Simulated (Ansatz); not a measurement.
# AlAsH2+ (doublet): from Hartree-Fock to the top rungs, cc-pVDZ

An exercise on one series of results from a longer session: the logs are not shown, and one member is left open.

Method: cc-pVDZ, core rule «outside noble gas», up to 19 orbitals frozen; program: Ansatz 0.2.0, Gaussian basis.

Plan: UHF; CCSD(T) on ROHF; CCSD(T) on UHF; BCCD(T) on ROHF; CISD; CCSDT(Q) on ROHF; CCSDT(Q) on UHF; CCSDTQ on ROHF.

10 further runs of the same task are left out: 6 for a known fault of the program, 4 set aside as unsound or not needed.

**The system**

The geometry is a PBE0/def2-TZVP stationary point (not a proven minimum) of the parent state, kept for this charge and spin. No spin-orbit coupling is included. The filled d shell of As may be among the frozen orbitals whatever the setting's name suggests; the logs give the count.

4 atoms, charge 1, spin multiplicity 2.

Atoms are counted from 1 here; the program's logs count them from 0.

Bond lengths: Al1–As2 2.346 Å, Al1–H3 1.590 Å, Al1–H4 1.590 Å. Angles: As2–Al1–H3 117.6°, As2–Al1–H4 117.6°, H3–Al1–H4 124.9°.

As a file:

```xyz
4
charge 1, multiplicity 2
Al    0.0000    0.0000    1.6771
As    0.0000    0.0000   -0.6689
H     0.0000    1.4093    2.4130
H     0.0000   -1.4093    2.4130
```

Set-up of the first run:

The input, in.yaml:

```yaml
crystal:
  periodic: [false, false, false]
  atoms:
    - {symbol: Al, position_ang: [0.000000, 0.000000, 1.677141]}
    - {symbol: As, position_ang: [0.000000, 0.000000, -0.668915]}
    - {symbol: H, position_ang: [0.000000, 1.409286, 2.413008]}
    - {symbol: H, position_ang: [0.000000, -1.409286, 2.413008]}
basis:
  gaussian: {orbitals: cc-pVDZ}
total_charge: 1
magnetization: {spin_polarized: true, initial_magnetization: 1}
hamiltonian: {xc: hf}
output: {orbitals: {seedname: orbitals}}
```

Started as:

```bash
$ ansatz run in.yaml --threads 1 --pin off --events-out ev --progress --plain --max-ram 4096MiB --backend cpu
```

Steps of the session up to this table: UHF; CCSD(T) on ROHF; CCSD(T) on UHF; BCCD(T) on ROHF; CISD; CCSDT(Q) on ROHF; CCSDT(Q) on UHF; CCSDTQ on ROHF.

One of the session's tables, all rows but one given; the rest of the session is left out.

```
   method  from RCCSDTQ (kJ/mol)
     ROHF                 +436.2
      UHF                 +405.8
     RMP2                 +114.2
     UMP2                 +118.7
     CISD                  +45.0
    RCCSD                  +14.6
    UCCSD                  +15.3
 RCCSD(T)                   +4.3
 UCCSD(T)                   +4.9
  BCCD(T)                   +4.3
   RCCSDT                   +0.8
   UCCSDT                   +1.1
RCCSDT(Q)                   +0.1
UCCSDT(Q)                      ?
  RCCSDTQ                      0
```

Q: Estimate the row for UCCSDT(Q) from the others.

**Answer.** from RCCSDTQ (kJ/mol): -0.1. In the column «from RCCSDTQ (kJ/mol)» it is the lowest.

Limits of these values: The determinant is far from a pure spin state, so its energy mixes those of several spin states (harmless only where they are near-degenerate, as at dissociation). Restricted and unrestricted rows rest on different reference determinants; where their highest levels disagree by more than a few hundredths of an eV, they describe different states and don't form one ladder.
